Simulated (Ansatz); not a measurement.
# C: the cost of one run

Method: reference: DFT, HSE06, plane waves, PAW, in Ansatz 0.2.0.

4 further runs of the same task are left out: 4 that didn't finish.

## (1) The system as given

It takes space group Fd-3m (No. 227, cubic). Conventional cell: a = 3.560 Å, b = 3.560 Å, c = 3.560 Å, α = 90.00°, β = 90.00°, γ = 90.00°. C (site symmetry -43m) has 4 C at 1.54 Å as nearest neighbours.

Coordinates:

```
CELL_PARAMETERS angstrom
0.00000 1.78012 1.78012
1.78012 0.00000 1.78012
1.78012 1.78012 0.00000
ATOMIC_POSITIONS crystal
C 0.00000 0.00000 0.00000
C 0.25000 0.25000 0.25000
```

## (2) The reference run

Input file input.yaml:

```yaml
crystal:
  lattice:
    - [0.0, 1.7801241411, 1.7801241411]
    - [1.7801241411, 0.0, 1.7801241411]
    - [1.7801241411, 1.7801241411, 0.0]
  atoms:
    - { symbol: C, position: [0.0, 0.0, 0.0] }
    - { symbol: C, position: [0.25, 0.25, 0.25] }
kpoints:
  mp_grid: { grid: [6, 6, 6] }
hamiltonian:
  xc: hse06
scf:
  occupations: { method: fixed }
  n_extra_bands: 4
output:
  forces: true
  stress: true
  eigenvalues: true
```

Command:

```console
$ ansatz run input.yaml --threads 4 --pin off --max-ram 3686MiB --backend cpu --events-out ev --progress --plain --runs-dir out
```

Q: Estimate wall time and peak memory on 4 threads of Arm Neoverse V1, shared host.

About 1.6 s, with a peak of 0.36 GiB.
